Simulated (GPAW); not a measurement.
The system is Ti3S2.

```
CELL_PARAMETERS angstrom
2.71311 1.56642 3.23762
-2.71311 1.56642 3.23762
0.00000 -3.13283 3.23762
ATOMIC_POSITIONS crystal
Ti 0.00000 0.33565 0.66434
Ti 0.66434 0.00000 0.33565
Ti 0.33565 0.66434 0.00000
S 0.16784 0.16784 0.16784
S 0.83216 0.83216 0.83216
```

The cell comes from a database or a generator and needn't be the stable form of this composition.

```yaml
Program: GPAW 26.7.0
Task: relaxation of cell and atoms
Functional: PBEsol
Dispersion: D3(BJ)+ATM
Potentials_or_basis: PAW data sets generated in the run's folder for this functional
Cutoff: 600 eV
Basis: pw
k_mesh: 5 × 5 × 5
Occupations: fermi-dirac, width 0.05 eV
Spin: no spin polarisation
```

At the start: pressure -8.4 GPa; volume 16.51 Å³/atom.

Question: How do energy, volume and symmetry change on relaxing?

Answer: Over 14 steps the energy falls by 25.1 meV/atom and the volume is 15.46 Å³/atom (-6.4 %); space group R32 (No. 155, to 0.05 Å).

The path:
```
step  energy change (eV)  largest force (eV/Å)  pressure (GPa)  volume (Å³)
   1              0.0000                0.0430           -8.45        82.56
   2             -0.0287                0.0356           -7.57        81.94
   3             -0.1193                0.1351            0.62        77.21
   4             -0.1220                0.1020           -0.09        77.55
   5             -0.1230                0.0717           -0.27        77.61
   6             -0.1246                0.0790           -0.39        77.59
   7             -0.1247                0.0704           -0.22        77.45
   8             -0.1245                0.0424            0.01        77.30
   9             -0.1245                0.0239            0.10        77.24
  10             -0.1248                0.0219            0.08        77.25
  11             -0.1250                0.0343            0.02        77.28
  12             -0.1253                0.0386           -0.07        77.32
  13             -0.1256                0.0303           -0.12        77.34
  14             -0.1256                0.0127           -0.09        77.31
```

Final structure:
```
CELL_PARAMETERS angstrom
2.64716 1.52834 3.18489
-2.64716 1.52834 3.18489
0.00000 -3.05668 3.18489
ATOMIC_POSITIONS crystal
Ti 0.00000 0.33846 0.66154
Ti 0.66154 0.00000 0.33846
Ti 0.33846 0.66154 0.00000
S 0.16653 0.16653 0.16653
S 0.83347 0.83347 0.83347
```

Caveat: later steps reuse the first step's grids; pairwise dispersion overbinds metals, which lowers pressure and volume.
